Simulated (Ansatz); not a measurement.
# C3H7In: a ladder of functionals and wavefunction methods

One table from this session's results is given with a row withheld; the runs are named, their logs left out.

Method: functionals in def2-TZVPP, the program's frozen cores in correlated methods; program: Ansatz 0.2.0, Gaussian basis.

Plan: LDA (SPW92), PBE-D4, revPBE-D4, BLYP-D4, r2SCAN-D4, B97M-V, PBE0-D4, B3LYP-D4, r2SCANh-D4, r2SCAN0-D4, HSE06-D4, BHLYP-D4, CAM-B3LYP-D4, LC-ωPBE, ωB97X-V, ωB97M-V, B2PLYP, PBE-QIDH; CCSD(T)/def2-SVP; CCSD(T)/def2-TZVPP; MP2/def2-QZVPP; extrapolation to the limit; RPA on PBE.

## The geometry

The geometry comes from an earlier relaxation with PBE0-D4 in a triple-zeta def2 set; it is a stationary point, not always the lowest conformer. In takes the def2 core potential; no spin-orbit term is included.

SMILES `C=C[CH2][InH2]`, 11 atoms, charge 0, spin multiplicity 1.

Atoms are counted from 1 here; the program's logs count them from 0.

Bond lengths: C1–C2 1.350 Å, C1–H5 1.086 Å, C1–H6 1.082 Å, C2–C3 1.465 Å, C2–H7 1.089 Å, C3–In4 2.207 Å, C3–H8 1.088 Å, C3–H9 1.085 Å, In4–H10 1.715 Å, In4–H11 1.716 Å. Angles: C2–C1–H5 121.6°, C2–C1–H6 121.1°, H5–C1–H6 117.2°, C1–C2–C3 126.1°, C1–C2–H7 117.2°, C3–C2–H7 116.1°, C2–C3–In4 85.1°, C2–C3–H8 115.2°, C2–C3–H9 115.0°, In4–C3–H8 108.1°, In4–C3–H9 118.1°, H8–C3–H9 112.6°, C3–In4–H10 118.6°, C3–In4–H11 112.8°, H10–In4–H11 128.2°.

Set-up of the first run:

in.yaml reads:

```yaml
crystal:
  periodic: [false, false, false]
  atoms:
    - {symbol: C, position_ang: [-0.488622, 1.455761, 0.030280]}
    - {symbol: C, position_ang: [0.114410, 0.516518, 0.789641]}
    - {symbol: C, position_ang: [-0.258522, -0.898108, 0.869651]}
    - {symbol: In, position_ang: [0.569878, -1.038227, -1.171640]}
    - {symbol: H, position_ang: [-1.429071, 1.259591, -0.476061]}
    - {symbol: H, position_ang: [-0.088704, 2.458967, -0.038824]}
    - {symbol: H, position_ang: [1.046206, 0.795872, 1.280061]}
    - {symbol: H, position_ang: [-1.326230, -1.098990, 0.815731]}
    - {symbol: H, position_ang: [0.230928, -1.457585, 1.659509]}
    - {symbol: H, position_ang: [2.272124, -0.978867, -1.372904]}
    - {symbol: H, position_ang: [-0.642397, -1.014921, -2.385463]}
basis:
  gaussian: {orbitals: def2-TZVPP}
hamiltonian: {xc: lda}
output: {orbitals: {seedname: orbitals}}
```

Launch:

```sh
$ ansatz run in.yaml --threads 4 --pin off --events-out ev --progress --plain --max-ram 10444MiB
```

Steps of the session up to this table: LDA; PBE-D4 (GGA); revPBE-D4 (GGA); BLYP-D4 (GGA); r2SCAN-D4 (meta-GGA); B97M-V (meta-GGA); B3LYP-D4 (hybrid); r2SCANh-D4 (hybrid); r2SCAN0-D4 (hybrid); HSE06-D4 (hybrid); BHLYP-D4 (hybrid); CAM-B3LYP-D4 (range-separated); LC-ωPBE (range-separated); ωB97X-V (range-separated); ωB97M-V (range-separated); B2PLYP (double hybrid); PBE-QIDH (double hybrid).

One of the session's tables, all rows but one given; the rest of the session is left out.

It belongs to the step «Orbital energies across the functionals». 

| functional | HOMO (eV) | gap (eV) |
| --- | --- | --- |
| LDA (SPW92) | -5.65 | 3.65 |
| PBE-D4 | -5.45 | 3.69 |
| revPBE-D4 | -5.38 | 3.71 |
| BLYP-D4 | -5.30 | 3.60 |
| r2SCAN-D4 | -5.60 | 4.07 |
| B97M-V | -5.63 | 3.91 |
| PBE0-D4 | -6.39 | 5.35 |
| B3LYP-D4 | ? | ? |
| r2SCANh-D4 | -5.96 | 4.70 |
| r2SCAN0-D4 | -6.50 | 5.62 |
| HSE06-D4 | -6.00 | 4.61 |
| BHLYP-D4 | -7.21 | 6.84 |
| CAM-B3LYP-D4 | -7.59 | 7.36 |
| LC-ωPBE | -8.84 | 9.62 |
| ωB97X-V | -8.52 | 9.19 |
| ωB97M-V | -8.44 | 8.81 |

Q: Estimate the row for B3LYP-D4 from the others.

Worked estimate for «HOMO (eV)». Against the share of exact exchange, BLYP-D4 (0, -5.30), BHLYP-D4 (0.5, -7.21) give a slope of -3.82 per unit share; at 0.2 the line stands at -6.06.

The run gave: HOMO (eV): -6.21; gap (eV): 4.93. In «HOMO (eV)» the line misses by +0.15.
